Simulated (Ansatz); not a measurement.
# RuSe (zincblende): how the settings move a single-point run

Aim: see which settings change the result for RuSe (zincblende), by how much, and at what cost.

Program: Ansatz 0.2.0. Level of theory: reference: DFT PBE, scalar-relativistic, plane waves, PAW. These are calculated values, not measurements.

2 further runs of the same task are left out: 1 for a known fault of the program, 1 set aside as unsound or not needed. Runs told in other sessions of the task aren't counted.

### Step 1. The system as given

It takes space group F-43m (No. 216, cubic). Conventional cell: a = 5.504 Å, b = 5.504 Å, c = 5.504 Å, α = 90.00°, β = 90.00°, γ = 90.00°. Ru (site symmetry -43m) has 4 Se at 2.38 Å in its first shell of neighbours. Se (site symmetry -43m) is surrounded by 4 Ru at 2.38 Å.

Coordinates:

```xyz
2
Lattice="0.0000 2.7520 2.7520 2.7520 0.0000 2.7520 2.7520 2.7520 0.0000" Properties=species:S:1:pos:R:3 pbc="T T T"
Ru    0.0000    0.0000    0.0000
Se    1.3760    1.3760    1.3760
```

### Step 2. Baseline

The input, input.yaml:

```yaml
crystal:
  lattice:
    - [0.0, 2.7520188154, 2.7520188154]
    - [2.7520188154, 0.0, 2.7520188154]
    - [2.7520188154, 2.7520188154, 0.0]
  atoms:
    - { symbol: Ru, position: [0.0, 0.0, 0.0] }
    - { symbol: Se, position: [0.25, 0.25, 0.25] }
basis:
  ecutwfc: 420
  ecutrho_ratio: 4
kpoints:
  mp_grid: { grid: [10, 10, 10] }
hamiltonian:
  xc: pbe
scf:
  occupations: { method: gaussian, width: 0.05 }
output:
  forces: true
  stress: true
  eigenvalues: true
```

Command:

```sh
> ansatz run input.yaml --threads 2 --pin off --max-ram 2662MiB --backend cpu --events-out ev --progress --plain --runs-dir out
```

From the output:

```text
[...]
Basis set: ecut = 420 eV, 869 PW (Γ), exchange–correlation on 54×54×54 points (8 copies of the dense FFT grid, shifted against one another)
[...]
k-points: 47 of 1000 (time reversal used)
[...]
SCF iter   1: F=—  HF=-11347.455632 eV  |F-HF|=—  |Δ(HF+E_count)|=         —  Δρ=2.92e-3  dr2=1.79e-3  ethr=1.77e-3  ⟨swp⟩=5.9  Hψ=4296  notcnv=0
preconditioner: auto → LDOS  [metal: Δε(μ)=0.006 eV  Ē_g=8.596 eV  σ=0.050 eV  W_gap=0.07  n_scr=14 (ndim 8)  ℏωp=21.5 eV  f_vac=0.031  D(μ)=2.22/eV (n_scr^D=14)  β→1.0]
SCF iter   2: F=—  HF=-11347.456744 eV  |F-HF|=—  |Δ(HF+E_count)|=   1.11e-3  Δρ=6.39e-4  dr2=1.63e-4  ethr=5.60e-6  ⟨swp⟩=2.1  Hψ=2039  notcnv=0
[...]
SCF iter   5: F=-11347.456681 eV  HF=-11347.456681 eV  |F-HF|=7.00e-9  |Δ(HF+E_count)|=   1.20e-7  Δρ=1.71e-5  dr2=6.15e-8  ethr=7.88e-9  ⟨swp⟩=2.5  Hψ=1442  notcnv=0
SCF iter   6: F=-11347.456681 eV  HF=-11347.456681 eV  |F-HF|=5.20e-9  |Δ(HF+E_count)|=   2.35e-8  Δρ=5.24e-6  dr2=1.20e-8  ethr=1.92e-10  ⟨swp⟩=3.5  Hψ=3669  notcnv=0
[...]
SCF converged after 6 iterations
Free energy (F): -11347.456681 eV
[...]
E sigma→0 (E₀):  -11347.455307 eV
[...]
Fermi energy:    12.573854 eV
[...]
  P = ⅓ Tr σ = -0.0101 GPa (-0.101 kbar)
[...]
```

It took 2 s on 2 threads of Arm Neoverse V1, shared host; peak memory 0.34 GiB.

### Step 3. Changing settings: occupations.width 0.01

Edit input.yaml of step 2 so:

```diff
@@ -16,3 +16,3 @@
 scf:
-  occupations: { method: gaussian, width: 0.05 }
+  occupations: { method: gaussian, width: 0.01 }
 output:
@@ -20,2 +20 @@
   stress: true
-  eigenvalues: true
```

Command:

```sh
> ansatz run input.yaml --threads 2 --pin off --max-ram 2662MiB --backend cpu --events-out ev --progress --plain --runs-dir out
```

Output, shortened:

```text
Warning: RAYON_NUM_THREADS=2 ignored (pool sized by the plan → 2); use --threads N
[...]
Pseudopotentials: kind: paw
Pseudopotential: Ru, paw, valence charge 16, recommended cutoff 420 eV (normal), Ru.paw.azcp
Pseudopotential: Se, paw, valence charge 16, recommended cutoff 420 eV (normal), Se.paw.azcp
Functional definition: PBE
[...]
Crystal: 2 atoms, lattice volume = 41.685 Å³
Basis set: ecut = 420 eV, 869 PW (Γ), exchange–correlation on 54×54×54 points (8 copies of the dense FFT grid, shifted against one another)
Bands: 20, of which v1, the nominal top of the filled ones, is band 16 counted from 1 (15 counted from 0)
Symmetry: 24 space group operations
Space group: F-43m (ITA 216), of the structure as read, at distance tolerance 3.5e-5 Å
k-points: 47 of 1000 (time reversal used)
[...]
SCF iter   1: F=—  HF=-11347.453778 eV  |F-HF|=—  |Δ(HF+E_count)|=         —  Δρ=2.91e-3  dr2=1.75e-3  ethr=1.77e-3  ⟨swp⟩=6.0  Hψ=4421  notcnv=0
[...]
SCF iter   7: F=-11347.454832 eV  HF=-11347.454832 eV  |F-HF|=2.43e-8  |Δ(HF+E_count)|=   2.58e-7  Δρ=1.03e-5  dr2=4.93e-8  ethr=3.13e-10  ⟨swp⟩=3.3  Hψ=3850  notcnv=0
[...]
SCF converged after 7 iterations
Free energy (F): -11347.454832 eV
[...]
E sigma→0 (E₀):  -11347.454640 eV
Entropy (-TS):   -0.000385 eV (-0.193 meV/atom)
Fermi energy:    12.573856 eV
[...]
--- Forces (eV/Å), atoms counted from 1 ---
  atom   1  Ru    -0.00000000     0.00000000     0.00000000
  atom   2  Se    -0.00000000     0.00000000    -0.00000000
[...]
--- Stress (GPa, compression-positive) ---
       -0.026373      -0.000000       0.000000
        0.000000      -0.026373      -0.000000
        0.000000      -0.000000      -0.026373
  P = ⅓ Tr σ = -0.0264 GPa (-0.264 kbar)
```

Wall time 2.1 s (2 threads of Arm Neoverse V1, shared host); peak memory 0.34 GiB.

Changing the smearing hardly moves the energy: +0.3 meV/atom. Cost: 7 SCF cycles against 6.

### Step 4. Variant: symmetry.detect false, n_extra_bands 4

Edit input.yaml of step 2 so:

```diff
@@ -8,2 +8,3 @@
     - { symbol: Se, position: [0.25, 0.25, 0.25] }
+  symmetry: { detect: false }
 basis:
@@ -17,2 +18,3 @@
   occupations: { method: gaussian, width: 0.05 }
+  n_extra_bands: 4
 output:
@@ -20,2 +22 @@
   stress: true
-  eigenvalues: true
```

Command:

```sh
> ansatz run input.yaml --threads 2 --pin off --max-ram 2662MiB --backend cpu --events-out ev --progress --plain --runs-dir out
```

Output, shortened:

```text
Warning: RAYON_NUM_THREADS=2 ignored (pool sized by the plan → 2); use --threads N
scf.n_extra_bands = 4 over 16 filled bands (N_el = 32.0): the run solves 20 bands
[...]
[... 4 set-up lines as earlier in the session ...]
[...]
Crystal: 2 atoms, lattice volume = 41.685 Å³
Basis set: ecut = 420 eV, 869 PW (Γ), exchange–correlation on 54×54×54 points (8 copies of the dense FFT grid, shifted against one another)
Bands: 20, of which v1, the nominal top of the filled ones, is band 16 counted from 1 (15 counted from 0)
Symmetry: 1 space group operations
k-points: 504 of 1000 (time reversal used)
[...]
SCF iter   1: F=—  HF=-11347.455625 eV  |F-HF|=—  |Δ(HF+E_count)|=         —  Δρ=2.92e-3  dr2=1.79e-3  ethr=1.77e-3  ⟨swp⟩=5.9  Hψ=46183  notcnv=0
[...]
SCF iter   6: F=-11347.456681 eV  HF=-11347.456681 eV  |F-HF|=5.14e-9  |Δ(HF+E_count)|=   2.40e-8  Δρ=5.19e-6  dr2=1.18e-8  ethr=1.89e-10  ⟨swp⟩=2.7  Hψ=37854  notcnv=0
[...]
SCF converged after 6 iterations
Free energy (F): -11347.456681 eV
[...]
E sigma→0 (E₀):  -11347.455307 eV
Entropy (-TS):   -0.002748 eV (-1.374 meV/atom)
Fermi energy:    12.573854 eV
[...]
--- Forces (eV/Å), atoms counted from 1 ---
  atom   1  Ru     0.00000001    -0.00000003     0.00000005
  atom   2  Se    -0.00000013     0.00000002    -0.00000011
[...]
--- Stress (GPa, compression-positive) ---
       -0.010075      -0.000000       0.000001
       -0.000000      -0.010076      -0.000001
        0.000001      -0.000001      -0.010076
  P = ⅓ Tr σ = -0.0101 GPa (-0.101 kbar)
```

It took 19 s on 2 threads of Arm Neoverse V1, shared host; peak memory 0.66 GiB.

Energy and cycle count are those of the reference, so the change (use of symmetry) left the result and the number of cycles as they were. Cost: 19 s against 2 s.

### Step 5. Changed: starting moments, ecutwfc 550 eV, spin_polarized true

The input, input.yaml:

```yaml
crystal:
  lattice:
    - [0.0, 2.7520188154, 2.7520188154]
    - [2.7520188154, 0.0, 2.7520188154]
    - [2.7520188154, 2.7520188154, 0.0]
  atoms:
    - { symbol: Ru, position: [0.0, 0.0, 0.0], spin: -1.0 }
    - { symbol: Se, position: [0.25, 0.25, 0.25], spin: 0.5 }
basis:
  ecutwfc: "550 eV"
  ecutrho_ratio: 4
kpoints:
  mp_grid: { grid: [10, 10, 10] }
hamiltonian:
  xc: pbe
scf:
  occupations: { method: gaussian, width: 0.05 }
output:
  forces: true
  stress: true
  write_density: true
  write_potential: true
  elf: true
  volumetric_format: npy
magnetization:
  spin_polarized: true
```

Command:

```sh
> ansatz run input.yaml --threads 2 --pin off --max-ram 2662MiB --backend cpu --events-out ev --progress --plain --runs-dir out
```

Output, shortened:

```text
Warning: RAYON_NUM_THREADS=2 ignored (pool sized by the plan → 2); use --threads N
[...]
[... 4 set-up lines as earlier in the session ...]
[...]
Crystal: 2 atoms, lattice volume = 41.685 Å³
Basis set: ecut = 550 eV, 1243 PW (Γ), exchange–correlation on 60×60×60 points (8 copies of the dense FFT grid, shifted against one another)
Bands: 21, of which v1, the nominal top of the filled ones, is band 16 counted from 1 (15 counted from 0)
[... 2 set-up lines as earlier in the session ...]
Magnetic group: BNS 216.74 (UNI 1576), of the structure as read, at distance tolerance 3.5e-5 Å
k-points: 47 of 1000 (time reversal used)
[...]
Starting moments: Σ|m| = 1.5 μB on 2 of 2 sites
[...]
WARN: the starting moments were not kept: the SCF closed with an absolute magnetisation of 1.9e-6 μB, where they sum to 1.5 μB in size (2 sites). That is at most 0.1 of that sum. Measured as dr2_m measures the in/out step, that magnetisation stands 1.2e-12 eV from none, at or under the [...]
SCF converged after 12 iterations
an eigenvalue changed by more than its tolerance at an iteration that met the thresholds in force, so the SCF went on 1 time: the last check found none over its tolerance
Magnetization: -0.0000 μB (16.0000 up, 16.0000 down)
Absolute magnetization: 0.0000 μB (∫|ρ↑−ρ↓|, with the PAW one-centre terms)
Spin contamination: 0.0000 ħ² per cell (⟨S²⟩ above its minimum at these occupations)
Per-site moments (μB) at R_I (Å): [(-1.0865235278539665e-6, 0.9831187599045276), (-1.9224786486758736e-7, 0.9831187599045276)]
Free energy (F): -11347.460027 eV
[...]
E sigma→0 (E₀):  -11347.458652 eV
Entropy (-TS):   -0.002749 eV (-1.375 meV/atom)
Fermi energy:    12.573556 eV
[...]
--- Forces (eV/Å), atoms counted from 1 ---
  atom   1  Ru    -0.00000000     0.00000000    -0.00000000
  atom   2  Se    -0.00000000     0.00000000     0.00000000
[...]
--- Stress (GPa, compression-positive) ---
       -0.015454      -0.000000       0.000000
       -0.000000      -0.015454      -0.000000
        0.000000      -0.000000      -0.015454
  P = ⅓ Tr σ = -0.0155 GPa (-0.155 kbar)
--- Band table (eV; the first three rows and the last of 94) ---
[... band rows left out ...]
[...]
```

Run time: 22 s. Hardware: 2 threads of Arm Neoverse V1, shared host; peak memory 0.46 GiB.

Changing the spin polarisation and cutoff moves the energy by -1.7 meV/atom. The moments died out, so spin adds nothing to this shift.

### Step 6. Comparison

```tsv
run	ending	energy change	pressure (GPa)	gap (eV)	force (eV/Å)	cycles	time
reference	converged	0	0.0	0.00	0.00	6	2 s
1: occupations.width 0.01	converged	+0.3 meV/atom (σ→0)	0.0	0.00	0.00	7	2.1 s
2: symmetry.detect false, n_extra_bands 4	converged	0.0 meV/atom	0.0	0.00	0.00	6	19 s
3: starting moments, ecutwfc 550 eV, spin_polarized true	converged	-1.7 meV/atom	0.0	0.00	0.00	12	22 s
```

Times don't compare one to one where runs were asked for different outputs or read a saved state (see the inputs); cycles may leave out searches for a lower state.

Residual by cycle in the longest SCF loop of each run; runs are numbered as in the table. The quantity is the density residual dr2, in eV.

```tsv
cycle	reference	run 1	run 2	run 3
1	0.00179	0.00175	0.00179	0.669
2	1.6e-4	6.7e-4	1.6e-4	0.28
3	1.6e-5	2.6e-4	1.6e-5	0.0208
4	2.5e-6	1.4e-4	2.5e-6	0.00227
5	6.2e-8	1.6e-5	6.0e-8	4.0e-4
6	1.2e-8	1.9e-6	1.2e-8	1.0e-4
7	-	4.9e-8	-	1.7e-5
8	-	-	-	8.4e-7
9	-	-	-	3.5e-7
10	-	-	-	1.5e-8
11	-	-	-	2.5e-8
12	-	-	-	6.2e-10
```

The table holds what each change does; none stands out.
